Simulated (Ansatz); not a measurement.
# Ti3Al: properties at the relaxed cell

One table from this session's results is given with a row withheld; the runs are named, their logs left out.

Computed with Ansatz 0.2.0 (DFT PBEsol, scalar-relativistic, plane waves, PAW, unless a step's input says otherwise).

1 further run of the same task is left out (set aside as unsound or not needed).

### Starting point

Symmetry: Fm-3m, No. 225, cubic system. Conventional cell: a = 6.383 Å, b = 6.383 Å, c = 6.383 Å, α = 90.00°, β = 90.00°, γ = 90.00°. Around Ti (site symmetry -43m) lie 4 Ti at 2.76 Å and 4 Al at 2.76 Å. Ti (site symmetry m-3m) is surrounded by 8 Ti at 2.76 Å. Around Al (site symmetry m-3m) lie 8 Ti at 2.76 Å.

Structure file:

```cif
data_structure
_symmetry_space_group_name_H-M 'Fm-3m'
_symmetry_Int_Tables_number 225
_cell_length_a 6.3830
_cell_length_b 6.3830
_cell_length_c 6.3830
_cell_angle_alpha 90.000
_cell_angle_beta 90.000
_cell_angle_gamma 90.000
_cell_volume 260.07
loop_
_atom_site_label
_atom_site_type_symbol
_atom_site_symmetry_multiplicity
_atom_site_Wyckoff_symbol
_atom_site_fract_x
_atom_site_fract_y
_atom_site_fract_z
_atom_site_occupancy
Ti1 Ti 8 c 0.25000 0.25000 0.75000 1
Ti2 Ti 4 a 0.00000 0.00000 0.00000 1
Al1 Al 4 b 0.50000 0.00000 0.00000 1
```

It goes back to an entry of the Materials Project, which need not be the stable form.

This cell was relaxed beforehand with the same method: volume 16.25 Å³/atom, gap on the mesh none (metal), site moments up to 0.9 μB.

Set-up of the first run:

input.yaml reads:

```yaml
crystal:
  lattice:
    - [0.0, 3.1915212958, 3.1915212958]
    - [3.1915212958, 0.0, 3.1915212958]
    - [3.1915212958, 3.1915212958, 0.0]
  atoms:
    - { symbol: Ti, position: [0.75, 0.75, 0.75], spin: 0.22 }
    - { symbol: Ti, position: [0.25, 0.25, 0.25], spin: 0.22 }
    - { symbol: Ti, position: [0.0, 0.0, 0.0], spin: 0.96 }
    - { symbol: Al, position: [0.5, 0.5, 0.5] }
basis:
  ecutwfc: 420
kpoints:
  mp_grid: { grid: [12, 12, 12] }
  band_path:
    path:
      - [[0.0, 0.0, 0.0], [0.5, 0.0, 0.5], [0.625, 0.25, 0.625]]
      - [[0.375, 0.375, 0.75], [0.0, 0.0, 0.0], [0.5, 0.5, 0.5], [0.5, 0.25, 0.75], [0.5, 0.0, 0.5]]
    npoints: 14
hamiltonian:
  xc: pbesol
scf:
  occupations: { method: gaussian, width: 0.1 }
  n_extra_bands: 10
output:
  forces: true
  stress: true
  eigenvalues: true
  populations: true
  dos: { projected: true, de: 0.02, nscf_kmesh: { grid: [18, 18, 18] } }
  bader: true
  write_density: true
  write_potential: true
  elf: true
  volumetric_format: npy
magnetization:
  spin_polarized: true
checkpoint:
  read: start.run
  write: ck
  compress: false
  write_wavefunctions: false
  write_every: 100000
```

Started as:

```sh
> ansatz run input.yaml --threads 1 --pin off --max-ram 2560MiB --backend cpu --events-out ev --progress --plain --runs-dir out
```

Steps of the session up to this table: Electronic structure at the relaxed geometry; Back to the database's cell; The cell scaled to 0.97 of its volume; Point at V/V0 = 1.03; The cell scaled to 0.94 of its volume; Volume × 1.06; The cell scaled to 0.91 of its volume; Point at V/V0 = 1.10; The cell scaled to 0.88 of its volume.

One of the session's tables, all rows but one given; the rest of the session is left out.

It belongs to the step «Energy against volume». 

```
volume (Å³/atom)  energy above the lowest point (meV/atom)  pressure (GPa)  largest moment (μB)
          14.304                                     102.6           18.75                 0.61
          14.791                                         ?               ?                    ?
          15.279                                      22.9            8.02                 0.74
          15.766                                       5.3            3.71                 0.81
          16.254                                       0.0           -0.01                 0.87
          16.742                                       5.2           -3.24                 0.93
          17.229                                      19.6           -6.02                 0.98
          17.880                                      50.8           -9.16                 1.05
```

**Question.** Estimate the row for volume (Å³/atom) = 14.791.

Worked estimate for «energy above the lowest point (meV/atom)». A straight line through the neighbours (14.304, 102.6) and (15.279, 22.9) gives 102.6 + (22.9 − 102.6) × (14.791 − 14.304) / (15.279 − 14.304) = 62.8; a parabola fitted to 3 rows on both sides gives 55.4.

**Answer.** energy above the lowest point (meV/atom): 54.6; pressure (GPa): 13.00; largest moment (μB): 0.68. In «energy above the lowest point (meV/atom)» the line misses by +8.2 and the parabola by +0.8.

Limits of these values: Warnings in the runs' records: stability check not made.
